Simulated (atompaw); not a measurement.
# As: generating and testing a PAW (atompaw) potential

Aim: build the potential from the settings below, then test how well it stands in for the atom: scattering, ghost states and the plane-wave cutoff that it needs.

Program: atompaw 4.2.0.5. Reference atom: PBEsol, scalar-relativistic, spherical and spin-unpolarised. All values are calculated.

5 further runs of the same task are left out: 1 that didn't finish, 4 set aside as unsound or not needed.

## 1. The atom and the settings

Typed settings, in words:

| Property | Result |
| --- | --- |
| element | arsenic (As, Z = 33) |
| type | PAW |
| frozen core | [Ar] 3d10 |
| valence charge | 5 |
| reference configuration | 4s2 4p3 |
| partial waves | 4s (bound): rc 1.75 bohr; 4s channel at -0.5 Ry: rc 1.75 bohr; 4p (bound): rc 2.00 bohr; 4p channel at 1.8 Ry: rc 2.00 bohr |
| local potential | bessel scheme, radius 1.35 bohr |
| core correction | smooth core density matched at 1.20 bohr |
| augmentation charge | besselshape compensation charge, radius 1.85 bohr; PAW radius 2.00 bohr; waves and projectors: custom rrkj vanderbiltortho |

The outer shells as boxes (Hund's rule for the drawing; the calculation is spin-unpolarised):

```
[Ar] core
3d [↑↓][↑↓][↑↓][↑↓][↑↓]
4s [↑↓]
4p [↑ ][↑ ][↑ ]
```

## 2. Generating the potential

File As.input:

```
As 33
GGA-PBESOL scalarrelativistic loggrid 1500 logderivrange -3 5 201
4 4 3 0 0 0
4 1 3
0 0 0
c
c
c
v
c
c
v
c
1
2.00 1.85 1.35 1.20
y
-0.5
n
y
1.8
n
custom rrkj vanderbiltortho besselshape
bessel
1.75
1.75
2.00
2.00
PWSCFOUT
UPFDX 0.0125d0 UPFXMIN -7.d0 UPFZMESH 33.d0
END
```

Command:

```console
atompaw < As.input > As.log
```

Q: Predict the outcome of this session. Wanted: cutoffs for 10 and 1 mRy, occupied levels; bound ghosts; largest phase difference near zero energy, channels read; lowest eigenvalue of the overlap; share of valence orbitals outside the PAW sphere; UPF file.

The runs gave:

| quantity | value |
| --- | --- |
| cutoffs for 10 and 1 mRy, occupied levels | 10 Ry and 18 Ry |
| bound ghosts | none found |
| largest phase difference near zero energy, channels read | 0.000 rad |
| lowest eigenvalue of the overlap (Bessel basis) | 0.400 (s) |
| share of valence orbitals outside the PAW sphere | 4s 41 %, 4p 66 % |
| UPF file | written |

It counts as soft on the atom at that tolerance, with 10 Ry needed at the looser tolerance. The slowest occupied level is 4p: taken alone it needs 15 Ry to come within 1 mRy, against 12 Ry for 4s. It is free of bound ghosts as far as tested. Near zero energy the phases of the channels with partial waves agree within 0.001 rad. All of this concerns the isolated atom, not yet a solid.
